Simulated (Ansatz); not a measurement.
# TeBr6: the cost of one run

Computed with Ansatz 0.2.0 (DFT PBE, scalar-relativistic, plane waves, PAW, unless a step's input says otherwise).

**1. The starting structure**

Symmetry: Pm-3m, No. 221, cubic system. The conventional cell has a = 6.772 Å, b = 6.772 Å, c = 6.772 Å, α = 90.00°, β = 90.00°, γ = 90.00°. Br (site symmetry 4mm) has 5 Br at 2.71 to 2.87 Å as nearest neighbours.

Structure file:

```cif
data_structure
_symmetry_space_group_name_H-M 'P 1'
_symmetry_Int_Tables_number 1
_cell_length_a 6.7717
_cell_length_b 6.7717
_cell_length_c 6.7717
_cell_angle_alpha 90.000
_cell_angle_beta 90.000
_cell_angle_gamma 90.000
_cell_volume 310.52
loop_
_atom_site_label
_atom_site_type_symbol
_atom_site_fract_x
_atom_site_fract_y
_atom_site_fract_z
_atom_site_occupancy
Te1 Te 0.00000 0.00000 0.00000 1
Br1 Br 0.50000 0.50000 0.20000 1
Br2 Br 0.50000 0.50000 0.80000 1
Br3 Br 0.20000 0.50000 0.50000 1
Br4 Br 0.80000 0.50000 0.50000 1
Br5 Br 0.50000 0.20000 0.50000 1
Br6 Br 0.50000 0.80000 0.50000 1
```

This is candidate A: CaB6 type (Pm-3m, No. 221).

(A quick probe on a coarse mesh, which set the mesh and smearing, is not shown.)

**3. A loose first relaxation (candidate A)**

input.yaml reads:

```yaml
crystal:
  lattice:
    - [6.7716904497, 0.0, 0.0]
    - [0.0, 6.7716904497, 0.0]
    - [0.0, 0.0, 6.7716904497]
  atoms:
    - { symbol: Te, position: [0.0, 0.0, 0.0] }
    - { symbol: Br, position: [0.5, 0.5, 0.2] }
    - { symbol: Br, position: [0.5, 0.5, 0.8] }
    - { symbol: Br, position: [0.2, 0.5, 0.5] }
    - { symbol: Br, position: [0.8, 0.5, 0.5] }
    - { symbol: Br, position: [0.5, 0.2, 0.5] }
    - { symbol: Br, position: [0.5, 0.8, 0.5] }
basis:
  ecutwfc: 420
kpoints:
  mp_grid: { grid: [4, 4, 4] }
hamiltonian:
  xc: pbe
scf:
  occupations: { method: gaussian, width: 0.1 }
  lower_state_search: "off"
output:
  forces: true
  stress: true
  eigenvalues: true
relax:
  adjacent_minimum: "off"
  f_tol: 0.04
  max_steps: 70
  cell: { stress_tol: 0.4 }
```

On the command line:

```sh
$ ansatz run input.yaml --threads 1 --pin off --max-ram 2560MiB --backend cpu --events-out ev --progress --plain --runs-dir out
```

**Question.** How long does this run take on 1 thread of Arm Neoverse V2, shared host, and how much memory does it need?

About 70 s, with a peak of 0.59 GiB.
